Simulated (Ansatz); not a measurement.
Wanted: the native input for an Ansatz 0.2.0 run.

```
Task                : relaxation of cell and atoms
Functional          : BLYP
Dispersion          : D4
Potentials or basis : Ansatz PAW
Cutoff              : 420 eV (not typed: the program's choice for these potentials)
k mesh              : 4 × 4 × 6
Occupations         : fermi-dirac, width 0.05 eV
Spin                : no spin polarisation
```

Crystal: Y3F.

```
Y F
1.0
     6.26665    0.00000    0.00000
    -3.13333    5.42708    0.00000
     0.00000    0.00000    3.36199
Y F
3 1
Cartesian
  3.1333 0.0000 0.0000
  -1.5667 2.7135 0.0000
  1.5667 2.7135 0.0000
  0.0000 0.0000 0.0000
```

The cell was built by a generator and needn't be a form met in nature.

One way to write it, as run:

input.yaml

```yaml
crystal:
  lattice:
    - [6.26665, 0.0, 0.0]
    - [-3.13333, 5.42708, 0.0]
    - [0.0, 0.0, 3.36199]
  atoms:
    - { symbol: "Y", position: [0.5, 0.0, 0.0] }
    - { symbol: "Y", position: [0.0, 0.5, 0.0] }
    - { symbol: "Y", position: [0.5, 0.5, 0.0] }
    - { symbol: F, position: [0.0, 0.0, 0.0] }
hamiltonian:
  xc: blyp
  pseudopotentials: { kind: paw }
  dispersion: d4
kpoints:
  mp_grid: { grid: [4, 4, 6] }
scf:
  occupations: { method: fermi_dirac, width: 0.05 }
output:
  forces: true
  stress: true
  eigenvalues: true
  write_density: true
  write_potential: true
  elf: true
  volumetric_format: npy
relax:
  f_tol: 0.01
  max_steps: 40
  cell: { stress_tol: 0.05 }
```

Potentials or basis: Ansatz PAW.

Command:

```console
$ ansatz run input.yaml --threads 2 --pin off --max-ram 5632MiB --backend cpu --events-out ev --progress --plain --runs-dir out
```

It gave:

The relaxed volume is 28.01 Å³/atom and the relaxed cell is a = 6.238 Å, b = 6.238 Å, c = 3.324 Å, α = 90.00°, β = 90.00°, γ = 120.00°. The space group after relaxing (to 0.05 Å) is P6/mmm (No. 191). The energy gained by relaxing is 1.3 meV/atom and the ionic steps are 4. The pressure after relaxing is 0.0 GPa and the band gap on the k mesh is none (metal or under the smearing width).

Caveat: the plane-wave basis is chosen anew once the cell has moved, so the energies of steps on either side of that aren't comparable; pairwise dispersion overbinds metals, which lowers pressure and volume; the PAW data sets come from PBE, with cores solved anew for the run's functional, which leaves a small shift of forces and pressure.

Run time: 9.2 s on 2 threads of Arm Neoverse V1, with other jobs on the host, peak memory 0.39 GiB.
